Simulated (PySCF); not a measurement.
**Au, Au⁺: ionisation energy in def2-SVP with ECP60**

Wanted: the ionisation energy of gold, up a ladder of methods.

Program: PySCF 2.14.0. Level of theory: unrestricted determinants in a Gaussian basis, no spin-orbit coupling in the energies. These are calculated values, not measurements, unless marked.

## (1) What is computed

- Element: gold (Z = 79)
- Basis: def2-SVP with the def2 core potential (60 electrons) (6s3p2d1f, 32 functions)
- Hamiltonian: a scalar-relativistic core potential
- State 1: Au: [Xe] 4f14 5d10 6s1, 2S determinant
- State 2: Au⁺: [Xe] 4f14 5d10, closed-shell 1S
- Methods: UHF, LDA, r2SCAN, MP2, CCSD(T)
- Core shells frozen in the correlated runs: valence: 5s2 5p6 (for Au)

Outer shells as boxes (Hund's rule):

Au [Xe] 4f14 5d10 6s1
```
[Xe] core
4f [↑↓][↑↓][↑↓][↑↓][↑↓][↑↓][↑↓]
5d [↑↓][↑↓][↑↓][↑↓][↑↓]
6s [↑ ]
```

Au+ [Xe] 4f14 5d10
```
[Xe] core
4f [↑↓][↑↓][↑↓][↑↓][↑↓][↑↓][↑↓]
5d [↑↓][↑↓][↑↓][↑↓][↑↓]
```

The runs were made by one driver on top of PySCF. The scripts below sum up each run's settings (the driver also hands on starting orbitals that pick excited configurations, and frozen orbitals as a list rather than a count), and the logs come from the driver's own runs. The driver starts from symmetry-adapted Hartree-Fock orbitals, holds the occupation by maximum overlap and uses a logarithmic radial grid for functionals, so a plain start would take other cycles.

The driver's launch:

```bash
$ OMP_NUM_THREADS=1 python atomrun2.py TASK.json OUT
```

The integrals over 32 functions and the set-up took 0.06 s of CPU time.

## (2) Au

#### UHF

Contents of input.py:

```python
from pyscf import gto, scf, dft, mp, cc
import basis_set_exchange as bse
txt = bse.get_basis("def2-SVP", elements=["Au"], fmt="nwchem", header=False)
cut = txt.index("\nECP")
mol = gto.M(atom="Au 0 0 0", charge=0, spin=1, symmetry="D2h",
            basis=gto.basis.parse(txt[:cut]),
            ecp={"Au": gto.basis.parse_ecp(txt[cut:])})
mf = scf.UHF(mol)
mf.irrep_nelec = {'Ag': (4, 3), 'B1g': (1, 1), 'B2g': (1, 1), 'B3g': (1, 1), 'B1u': (1, 1), 'B2u': (1, 1), 'B3u': (1, 1)}
mf.kernel()
```

What it wrote:

```text
damping factor = 0
level_shift factor = 0
DIIS = <class 'pyscf.scf.diis.CDIIS'>
diis_start_cycle = 1
diis_space = 10
diis_damp = 0
SCF conv_tol = 1e-09
SCF conv_tol_grad = None
number electrons alpha = 10  beta = 9
cycle= 1 E= -134.785162940009  delta_E= -1.32e-10  |g|= 4.02e-06  |ddm|= 5e-05
converged SCF energy = -134.785162940009  <S^2> = 0.75263419  2S+1 = 2.0026325
```

Time after the integrals: 0.07 s (1 thread of Neoverse-V2, shared host).

Orbital energies by shell (radii are means over both spins):

| shell | electrons | mean orbital energy (eV) | spread (eV) | rms radius (bohr) |
| --- | --- | --- | --- | --- |
| 5s α | 1 | -127.57 | 0 | 1.01 |
| 5s β | 1 | -127.49 | 0 | 1.01 |
| 5p β | 3 | -74.188 | 0 | 1.17 |
| 5p α | 3 | -74.117 | 0 | 1.17 |
| 5d α | 5 | -12.426 | 0 | 1.74 |
| 5d β | 5 | -12.182 | 0 | 1.74 |
| 6s α | 1 | -7.922 | 0 | 3.30 |

⟨S²⟩ = 0.753, ⟨L²⟩ = 0.00.

Energies and moments cover only the electrons outside the core potential. The p, d and f levels are scalar averages; spin-orbit coupling splits them strongly at this Z.

#### LDA

Changes to input.py:

```diff
@@ -7,3 +7,3 @@
             ecp={"Au": gto.basis.parse_ecp(txt[cut:])})
-mf = scf.UHF(mol)
+mf = dft.UKS(mol, xc="LDA,VWN")
 mf.irrep_nelec = {'Ag': (4, 3), 'B1g': (1, 1), 'B2g': (1, 1), 'B3g': (1, 1), 'B1u': (1, 1), 'B2u': (1, 1), 'B3u': (1, 1)}
```

What it wrote:

```text
damping factor = 0
level_shift factor = 0
DIIS = <class 'pyscf.scf.diis.CDIIS'>
diis_start_cycle = 1
diis_space = 10
diis_damp = 0
SCF conv_tol = 1e-09
SCF conv_tol_grad = None
number electrons alpha = 10  beta = 9
XC functionals = LDA,VWN
    P. A. M. Dirac.,  Math. Proc. Cambridge Philos. Soc. 26, 376 (1930)
    F. Bloch.,  Z. Phys. 57, 545 (1929)
    S. H. Vosko, L. Wilk, and M. Nusair.,  Can. J. Phys. 58, 1200 (1980)
cycle= 1 E= -135.487941197787  delta_E= -0.0101  |g|= 0.134  |ddm|= 0.546
cycle= 2 E= -135.479891440566  delta_E= 0.00805  |g|= 0.186  |ddm|= 0.402
cycle= 3 E= -135.496435060868  delta_E= -0.0165  |g|= 0.000751  |ddm|= 0.231
cycle= 4 E= -135.496435435774  delta_E= -3.75e-07  |g|= 0.000309  |ddm|= 0.00268
cycle= 5 E= -135.496435480445  delta_E= -4.47e-08  |g|= 1.25e-05  |ddm|= 0.000369
cycle= 6 E= -135.496435480519  delta_E= -7.42e-11  |g|= 1.33e-07  |ddm|= 1.37e-05
converged SCF energy = -135.496435480519  <S^2> = 0.7507902  2S+1 = 2.00079
```

Time after the integrals: 0.24 s (1 thread of Neoverse-V2, shared host).

#### r2SCAN

Changes to input.py:

```diff
@@ -7,3 +7,3 @@
             ecp={"Au": gto.basis.parse_ecp(txt[cut:])})
-mf = dft.UKS(mol, xc="LDA,VWN")
+mf = dft.UKS(mol, xc="R2SCAN")
 mf.irrep_nelec = {'Ag': (4, 3), 'B1g': (1, 1), 'B2g': (1, 1), 'B3g': (1, 1), 'B1u': (1, 1), 'B2u': (1, 1), 'B3u': (1, 1)}
```

What it wrote:

```text
damping factor = 0
level_shift factor = 0
DIIS = <class 'pyscf.scf.diis.CDIIS'>
diis_start_cycle = 1
diis_space = 10
diis_damp = 0
SCF conv_tol = 1e-09
SCF conv_tol_grad = None
number electrons alpha = 10  beta = 9
XC functionals = R2SCAN
    J. W. Furness, A. D. Kaplan, J. Ning, J. P. Perdew, and J. Sun.,  J. Phys. Chem. Lett. 11, 8208-8215 (2020)
    J. W. Furness, A. D. Kaplan, J. Ning, J. P. Perdew, and J. Sun.,  J. Phys. Chem. Lett. 11, 9248-9248 (2020)
    J. W. Furness, A. D. Kaplan, J. Ning, J. P. Perdew, and J. Sun.,  J. Phys. Chem. Lett. 11, 8208-8215 (2020)
    J. W. Furness, A. D. Kaplan, J. Ning, J. P. Perdew, and J. Sun.,  J. Phys. Chem. Lett. 11, 9248-9248 (2020)
cycle= 1 E= -135.752697515749  delta_E= -0.0101  |g|= 0.0296  |ddm|= 0.482
cycle= 2 E= -135.752569786618  delta_E= 0.000128  |g|= 0.038  |ddm|= 0.148
cycle= 3 E= -135.753245906687  delta_E= -0.000676  |g|= 0.000838  |ddm|= 0.0436
cycle= 4 E= -135.753246890163  delta_E= -9.83e-07  |g|= 0.000243  |ddm|= 0.00738
cycle= 5 E= -135.753246922503  delta_E= -3.23e-08  |g|= 9.79e-06  |ddm|= 0.000543
cycle= 6 E= -135.753246922603  delta_E= -1e-10  |g|= 1.13e-07  |ddm|= 2.59e-05
converged SCF energy = -135.753246922603  <S^2> = 0.75311226  2S+1 = 2.0031098
```

It took 0.84 s on 1 thread of Neoverse-V2, shared host, the integrals not counted.

#### MP2 (valence)

Changes to input.py:

```diff
@@ -7,4 +7,5 @@
             ecp={"Au": gto.basis.parse_ecp(txt[cut:])})
-mf = dft.UKS(mol, xc="R2SCAN")
+mf = scf.UHF(mol)
 mf.irrep_nelec = {'Ag': (4, 3), 'B1g': (1, 1), 'B2g': (1, 1), 'B3g': (1, 1), 'B1u': (1, 1), 'B2u': (1, 1), 'B3u': (1, 1)}
 mf.kernel()
+mp.UMP2(mf, frozen=4).kernel()
```

This step left no log, only its results.

Time after the integrals: 0.01 s (1 thread of Neoverse-V2, shared host).

With 11 electrons correlated, the MP2 correlation energy is -0.25175 hartree (-0.09025 same spin, -0.16151 opposite spin); the SCS form gives -0.22389. Largest pairs of shells: 5d-5d -0.2125, 5d-6s -0.0392, 6s-6s 0.0000.

#### CCSD(T) (valence)

Changes to input.py:

```diff
@@ -10,2 +10,3 @@
 mf.kernel()
-mp.UMP2(mf, frozen=4).kernel()
+mycc = cc.CCSD(mf, frozen=4).run()
+mycc.ccsd_t()
```

What it wrote:

```text
CC2 = 0
CCSD nocc = (np.int64(6), np.int64(5)), nmo = (28, 28)
frozen orbitals [[0, 1, 2, 3], [0, 1, 2, 3]]
max_cycle = 100
direct = 0
conv_tol = 1e-08
conv_tol_normt = 1e-06
diis_space = 8
diis_start_cycle = 0
Init t2, MP2 energy = -0.251751284371943
Init E_corr(UCCSD) = -0.251751284390301
cycle = 1  E_corr(UCCSD) = -0.235207497434899  dE = 0.016543787  norm(t1,t2) = 0.0562314
cycle = 2  E_corr(UCCSD) = -0.239384150246999  dE = -0.00417665281  norm(t1,t2) = 0.0147486
cycle = 3  E_corr(UCCSD) = -0.239549751536054  dE = -0.000165601289  norm(t1,t2) = 0.00621359
cycle = 4  E_corr(UCCSD) = -0.239872367270545  dE = -0.000322615734  norm(t1,t2) = 0.00189738
cycle = 5  E_corr(UCCSD) = -0.239871685660776  dE = 6.81609769e-07  norm(t1,t2) = 0.000178644
cycle = 6  E_corr(UCCSD) = -0.239864921244448  dE = 6.76441633e-06  norm(t1,t2) = 3.74985e-05
cycle = 7  E_corr(UCCSD) = -0.239865324351724  dE = -4.03107276e-07  norm(t1,t2) = 5.54391e-06
cycle = 8  E_corr(UCCSD) = -0.239865313599985  dE = 1.07517394e-08  norm(t1,t2) = 8.35985e-07
cycle = 9  E_corr(UCCSD) = -0.239865304968272  dE = 8.63171287e-09  norm(t1,t2) = 1.15956e-07
UCCSD converged
E(UCCSD) = -135.0250282449774  E_corr = -0.2398653049682722
UCCSD(T) correction = -0.00383674123396844
```

Time after the integrals: 0.48 s (1 thread of Neoverse-V2, shared host).

CCSD correlation -0.23987 hartree, triples -0.00384; total -135.028865. T1 = 0.014, largest double amplitude 0.025.

Radial density 4πr²ρ of Au at UHF, the electrons outside the core potential:

| r (bohr) | density | spin density |
| --- | --- | --- |
| 0.101 | 2.59e-05 | 0.000 |
| 0.170 | 0.000295 | 0.000 |
| 0.286 | 0.0150 | 0.000 |
| 0.481 | 1.27 | 0.015 |
| 0.808 | 14.1 | 0.002 |
| 1.36 | 12.2 | -0.022 |
| 2.29 | 2.84 | 0.428 |
| 3.85 | 0.387 | 0.223 |
| 6.47 | 0.0172 | 0.017 |
| 10.9 | 2.37e-05 | 0.000 |

Spin density of Au at UHF in the xz plane next to the nucleus (x to the right, z up), 6.4 Å wide.

Values in e/Å³, 10 rows by 10 columns:
```
 0.00  0.00  0.00  0.00  0.00  0.00  0.00  0.00  0.00  0.00
 0.00  0.00  0.00  0.00  0.00  0.00  0.00  0.00  0.00  0.00
 0.00  0.00  0.00  0.01  0.01  0.01  0.01  0.00  0.00  0.00
 0.00  0.00  0.01  0.02  0.04  0.04  0.03  0.01  0.00  0.00
 0.00  0.00  0.01  0.04  0.01 -0.05  0.04  0.03  0.01  0.00
 0.00  0.00  0.01  0.04 -0.05  0.01  0.01  0.03  0.01  0.00
 0.00  0.00  0.01  0.03  0.04  0.01  0.05  0.02  0.01  0.00
 0.00  0.00  0.00  0.01  0.03  0.03  0.02  0.01  0.00  0.00
 0.00  0.00  0.00  0.00  0.01  0.01  0.01  0.00  0.00  0.00
 0.00  0.00  0.00  0.00  0.00  0.00  0.00  0.00  0.00  0.00
```

## (3) Au⁺, method by method

#### UHF

Contents of input.py:

```python
from pyscf import gto, scf, dft, mp, cc
import basis_set_exchange as bse
txt = bse.get_basis("def2-SVP", elements=["Au"], fmt="nwchem", header=False)
cut = txt.index("\nECP")
mol = gto.M(atom="Au 0 0 0", charge=1, spin=0, symmetry="D2h",
            basis=gto.basis.parse(txt[:cut]),
            ecp={"Au": gto.basis.parse_ecp(txt[cut:])})
mf = scf.UHF(mol)
mf.irrep_nelec = {'Ag': (3, 3), 'B1g': (1, 1), 'B2g': (1, 1), 'B3g': (1, 1), 'B1u': (1, 1), 'B2u': (1, 1), 'B3u': (1, 1)}
mf.kernel()
```

What it wrote:

```text
damping factor = 0
level_shift factor = 0
DIIS = <class 'pyscf.scf.diis.CDIIS'>
diis_start_cycle = 1
diis_space = 10
diis_damp = 0
SCF conv_tol = 1e-09
SCF conv_tol_grad = None
number electrons alpha = 9  beta = 9
cycle= 1 E= -134.502437605351  delta_E= -1.51e-10  |g|= 7.3e-06  |ddm|= 2.42e-05
converged SCF energy = -134.502437605351  <S^2> = -1.2434498e-14  2S+1 = 1
```

Time after the integrals: 0.07 s (1 thread of Neoverse-V2, shared host).

Orbital energies by shell (radii are means over both spins):

| shell | electrons | mean orbital energy (eV) | spread (eV) | rms radius (bohr) |
| --- | --- | --- | --- | --- |
| 5s | 2 | -135.93 | 0 | 1.01 |
| 5p | 6 | -82.723 | 0 | 1.16 |
| 5d | 10 | -20.828 | 0 | 1.70 |

⟨S²⟩ = 0.000, ⟨L²⟩ = 0.00.

Energies and moments cover only the electrons outside the core potential. The p, d and f levels are scalar averages; spin-orbit coupling splits them strongly at this Z.

#### LDA

Changes to input.py:

```diff
@@ -7,3 +7,3 @@
             ecp={"Au": gto.basis.parse_ecp(txt[cut:])})
-mf = scf.UHF(mol)
+mf = dft.UKS(mol, xc="LDA,VWN")
 mf.irrep_nelec = {'Ag': (3, 3), 'B1g': (1, 1), 'B2g': (1, 1), 'B3g': (1, 1), 'B1u': (1, 1), 'B2u': (1, 1), 'B3u': (1, 1)}
```

What it wrote:

```text
damping factor = 0
level_shift factor = 0
DIIS = <class 'pyscf.scf.diis.CDIIS'>
diis_start_cycle = 1
diis_space = 10
diis_damp = 0
SCF conv_tol = 1e-09
SCF conv_tol_grad = None
number electrons alpha = 9  beta = 9
XC functionals = LDA,VWN
    P. A. M. Dirac.,  Math. Proc. Cambridge Philos. Soc. 26, 376 (1930)
    F. Bloch.,  Z. Phys. 57, 545 (1929)
    S. H. Vosko, L. Wilk, and M. Nusair.,  Can. J. Phys. 58, 1200 (1980)
cycle= 1 E= -135.125601289214  delta_E= -0.00777  |g|= 0.109  |ddm|= 0.384
cycle= 2 E= -135.124018841967  delta_E= 0.00158  |g|= 0.125  |ddm|= 0.222
cycle= 3 E= -135.131351212629  delta_E= -0.00733  |g|= 0.00186  |ddm|= 0.119
cycle= 4 E= -135.131353172139  delta_E= -1.96e-06  |g|= 7.31e-05  |ddm|= 0.00202
cycle= 5 E= -135.131353174253  delta_E= -2.11e-09  |g|= 4.54e-06  |ddm|= 7.11e-05
cycle= 6 E= -135.131353174261  delta_E= -7.99e-12  |g|= 1.17e-08  |ddm|= 4.15e-06
converged SCF energy = -135.131353174261  <S^2> = -7.1054274e-15  2S+1 = 1
```

Time after the integrals: 0.23 s (1 thread of Neoverse-V2, shared host).

#### r2SCAN

Changes to input.py:

```diff
@@ -7,3 +7,3 @@
             ecp={"Au": gto.basis.parse_ecp(txt[cut:])})
-mf = dft.UKS(mol, xc="LDA,VWN")
+mf = dft.UKS(mol, xc="R2SCAN")
 mf.irrep_nelec = {'Ag': (3, 3), 'B1g': (1, 1), 'B2g': (1, 1), 'B3g': (1, 1), 'B1u': (1, 1), 'B2u': (1, 1), 'B3u': (1, 1)}
```

What it wrote:

```text
damping factor = 0
level_shift factor = 0
DIIS = <class 'pyscf.scf.diis.CDIIS'>
diis_start_cycle = 1
diis_space = 10
diis_damp = 0
SCF conv_tol = 1e-09
SCF conv_tol_grad = None
number electrons alpha = 9  beta = 9
XC functionals = R2SCAN
    J. W. Furness, A. D. Kaplan, J. Ning, J. P. Perdew, and J. Sun.,  J. Phys. Chem. Lett. 11, 8208-8215 (2020)
    J. W. Furness, A. D. Kaplan, J. Ning, J. P. Perdew, and J. Sun.,  J. Phys. Chem. Lett. 11, 9248-9248 (2020)
    J. W. Furness, A. D. Kaplan, J. Ning, J. P. Perdew, and J. Sun.,  J. Phys. Chem. Lett. 11, 8208-8215 (2020)
    J. W. Furness, A. D. Kaplan, J. Ning, J. P. Perdew, and J. Sun.,  J. Phys. Chem. Lett. 11, 9248-9248 (2020)
cycle= 1 E= -135.404174403106  delta_E= -0.00524  |g|= 0.0171  |ddm|= 0.25
cycle= 2 E= -135.40417406031  delta_E= 3.43e-07  |g|= 0.0186  |ddm|= 0.035
cycle= 3 E= -135.404333436996  delta_E= -0.000159  |g|= 0.000671  |ddm|= 0.0173
cycle= 4 E= -135.404333662711  delta_E= -2.26e-07  |g|= 2.16e-06  |ddm|= 0.000663
cycle= 5 E= -135.404333662714  delta_E= -2.39e-12  |g|= 8.93e-10  |ddm|= 2.11e-06
converged SCF energy = -135.404333662714  <S^2> = -7.1054274e-15  2S+1 = 1
```

Time after the integrals: 0.71 s (1 thread of Neoverse-V2, shared host).

#### MP2 (valence)

Changes to input.py:

```diff
@@ -7,4 +7,5 @@
             ecp={"Au": gto.basis.parse_ecp(txt[cut:])})
-mf = dft.UKS(mol, xc="R2SCAN")
+mf = scf.UHF(mol)
 mf.irrep_nelec = {'Ag': (3, 3), 'B1g': (1, 1), 'B2g': (1, 1), 'B3g': (1, 1), 'B1u': (1, 1), 'B2u': (1, 1), 'B3u': (1, 1)}
 mf.kernel()
+mp.UMP2(mf, frozen=4).kernel()
```

The driver printed no log here.

It took 0.01 s on 1 thread of Neoverse-V2, shared host, the integrals not counted.

With 10 electrons correlated, the MP2 correlation energy is -0.20817 hartree (-0.07379 same spin, -0.13438 opposite spin); the SCS form gives -0.18585. Largest pairs of shells: 5d-5d -0.2082.

#### CCSD(T) (valence)

Changes to input.py:

```diff
@@ -10,2 +10,3 @@
 mf.kernel()
-mp.UMP2(mf, frozen=4).kernel()
+mycc = cc.CCSD(mf, frozen=4).run()
+mycc.ccsd_t()
```

What it wrote:

```text
CC2 = 0
CCSD nocc = 5, nmo = 28
frozen orbitals [0, 1, 2, 3]
max_cycle = 100
direct = 0
conv_tol = 1e-08
conv_tol_normt = 1e-06
diis_space = 8
diis_start_cycle = 0
Init t2, MP2 energy = -134.71060854601  E_corr(MP2) -0.208170940659274
Init E_corr(CCSD) = -0.208170940685803
cycle = 1  E_corr(CCSD) = -0.199692578603979  dE = 0.00847836208  norm(t1,t2) = 0.0250965
cycle = 2  E_corr(CCSD) = -0.201648582922688  dE = -0.00195600432  norm(t1,t2) = 0.00714348
cycle = 3  E_corr(CCSD) = -0.201779549242718  dE = -0.00013096632  norm(t1,t2) = 0.0030665
cycle = 4  E_corr(CCSD) = -0.201918161720927  dE = -0.000138612478  norm(t1,t2) = 0.00104442
cycle = 5  E_corr(CCSD) = -0.201903854613333  dE = 1.43071076e-05  norm(t1,t2) = 0.000178573
cycle = 6  E_corr(CCSD) = -0.201900962754078  dE = 2.89185925e-06  norm(t1,t2) = 1.5876e-05
cycle = 7  E_corr(CCSD) = -0.201901407967755  dE = -4.45213677e-07  norm(t1,t2) = 3.06996e-06
cycle = 8  E_corr(CCSD) = -0.201901508915953  dE = -1.00948197e-07  norm(t1,t2) = 4.08045e-07
cycle = 9  E_corr(CCSD) = -0.201901494285251  dE = 1.46307011e-08  norm(t1,t2) = 6.2673e-08
cycle = 10  E_corr(CCSD) = -0.20190149374971  dE = 5.35541278e-10  norm(t1,t2) = 5.10061e-09
CCSD converged
E(CCSD) = -134.7043390991004  E_corr = -0.2019014937497102
CCSD(T) correction = -0.00299391590912649
```

It took 0.14 s on 1 thread of Neoverse-V2, shared host, the integrals not counted.

CCSD correlation -0.20190 hartree, triples -0.00299; total -134.707333. T1 = 0.007, largest double amplitude 0.024.

Radial density 4πr²ρ of Au⁺ at UHF, the electrons outside the core potential:

| r (bohr) | density |
| --- | --- |
| 0.101 | 2.58e-05 |
| 0.170 | 0.000292 |
| 0.286 | 0.0149 |
| 0.481 | 1.26 |
| 0.808 | 14.1 |
| 1.36 | 12.3 |
| 2.29 | 2.38 |
| 3.85 | 0.148 |
| 6.47 | 0.000338 |

## (4) Orbital energies side by side

Highest occupied Hartree-Fock shell of each state: Au 6s α at -7.922 eV; Au⁺ 5d at -20.828 eV.

## (5) Differences of total energies

Ionisation energy: Au [Xe] 4f14 5d10 6s1 (2S) → Au⁺ [Xe] 4f14 5d10 (1S).

| method | value (eV) | error (eV) | CPU time, both states (s) |
| --- | --- | --- | --- |
| UHF | 7.693 | -1.532 | 0.14 |
| LDA | 9.934 | +0.709 | 0.47 |
| r2SCAN | 9.494 | +0.269 | 1.5 |
| MP2 (valence) | 8.879 | -0.346 | 0.16 |
| SCS-MP2 (valence) | 8.728 | -0.497 | 0.16 |
| CCSD (valence) | 8.726 | -0.499 |  |
| CCSD(T) (valence) | 8.749 | -0.476 | 0.76 |

Reference: 9.226 eV (measured; NIST levels, between the centres of gravity of the two terms). Errors of the correlated levels include the incompleteness of this basis.

Times are CPU seconds on a shared host without the integrals; correlated rows include their Hartree-Fock run, whose time holds the symmetry-adapted start and any spin-orbit constants, while functionals begin from orbitals already made.

## (6) What came out

```
             quantity                                                   value
ionisation energy, Au  UHF 7.693, CCSD(T) (valence) 8.749 eV; reference 9.226
```

Accuracy against cost (mean over 1 difference):

| method | mean absolute miss against the measured value (with the measured fine structure taken into account where it is known) (eV) | CPU time, both states (s) |
| --- | --- | --- |
| UHF | 1.532 | 0.14 |
| LDA | 0.709 | 0.47 |
| r2SCAN | 0.269 | 1.5 |
| MP2 (valence) | 0.346 | 0.16 |
| SCS-MP2 (valence) | 0.497 | 0.16 |
| CCSD (valence) | 0.499 |  |
| CCSD(T) (valence) | 0.476 | 0.76 |

**Reading.** r2SCAN lands nearest to the measured value (off by 0.27 eV); UHF misses by most (1.53 eV). Hartree-Fock falls short because the species with more electrons holds more correlation energy, which it lacks. LDA is off by +0.71 eV. All values hold for this basis alone; no basis-set limit was taken. The dearest level timed, r2SCAN, costs 11 times the cheapest, UHF, and differs from the measured value (with the measured fine structure taken into account where it is known) by 0.27 against 1.53 eV.
